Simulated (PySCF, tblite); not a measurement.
# C3H9NO2Si2+ (doublet): geometry, infrared bands and EPR parameters

What infrared bands and EPR parameters should C3H9NO2Si2+ (doublet) (`NC(=[O+])[Si@H]1CC[SiH2]O1`) show?

Computed with tblite 0.8.0 and PySCF 2.14.0, with density-fitted response routines of our own, on a single molecule in the gas phase. Atoms count from 0, in the outputs and in this text.

**1. The molecule as given**

17 atoms, charge 1, multiplicity 2; geometry from: force field or distance geometry start.

Bonds of the start (Å): N0–C1 1.38, C1–O2 1.21, C1–Si3 1.90, Si3–C4 1.95, C4–C5 1.55, C5–Si6 1.93, Si6–O7 1.72, O7–Si3 1.73, N0–H8 1.01, N0–H9 1.02, Si3–H10 1.49, C4–H11 1.10, C4–H12 1.10, C5–H13 1.09, C5–H14 1.09, Si6–H15 1.50, Si6–H16 1.48.

**2. Optimising the geometry with GFN2-xTB**

The job: settings as JSON, then the geometry in Å.

```
{"job": {"kind": "relax", "xc": "GFN2-xTB", "basis": "xTB"}, "charge": 1, "multiplicity": 2}
N      2.923300    -0.312600    -1.006800
C      2.100300     0.763100    -0.738000
O      2.276300     1.858300    -1.228300
Si     0.644100     0.552900     0.466800
C     -1.046600     1.073500    -0.357800
C     -2.151600     0.103500     0.143100
Si    -1.323300    -1.608000     0.468100
O      0.284600    -1.106300     0.792600
H      3.689900    -0.181200    -1.647700
H      2.767900    -1.225000    -0.588500
H      0.795500     1.234700     1.781900
H     -0.919100     0.960100    -1.446100
H     -1.288000     2.120100    -0.129500
H     -2.538700     0.464600     1.099200
H     -2.977400     0.034300    -0.563500
H     -1.911700    -2.285500     1.665800
H     -1.332500    -2.434500    -0.754800
```

Command:

```sh
$ OMP_NUM_THREADS=1 python probes_run.py task.json out
```

This one command runs all jobs of the session in turn.

**Question.** This job is followed by: GFN2-xTB harmonic vibrations, gas phase; UKS B3LYP, pcH-1 on C H N O Si, non-relativistic, mean-field spin-orbit, GIAO. What will the session give for the following? strongest single infrared mode (GFN2-xTB); zero-point energy (GFN2-xTB); g(iso) (B3LYP); ⟨S²⟩; largest a(iso) (averaged by class).

The runs gave:

| quantity | value |
| --- | --- |
| strongest single infrared mode (GFN2-xTB) | 1875 cm⁻¹, 561 km/mol |
| zero-point energy (GFN2-xTB) | 73.8 kcal/mol |
| g(iso) (B3LYP) | 2.00445 |
| ⟨S²⟩ | 0.754 (exact 0.75) |
| largest a(iso) (averaged by class) | 13C on C1, 60.7 MHz |

What this shows: The optimisation took 96 steps and gained 0.621 eV; among the close pairs (by a distance rule), C1–Si3 changed most, from 1.902 to 2.040 Å. All 45 modes are real, so the xTB geometry is a minimum. The strongest single mode, at 1875 cm⁻¹, moves mainly C1. GFN2-xTB is a fitted tight-binding method: band positions and strengths are rough. Its intensities can rank the bands wrongly. The largest share of the spin, 0.53 e, sits on O2. The isotropic g lies 2.1 ppt above the free-electron value.
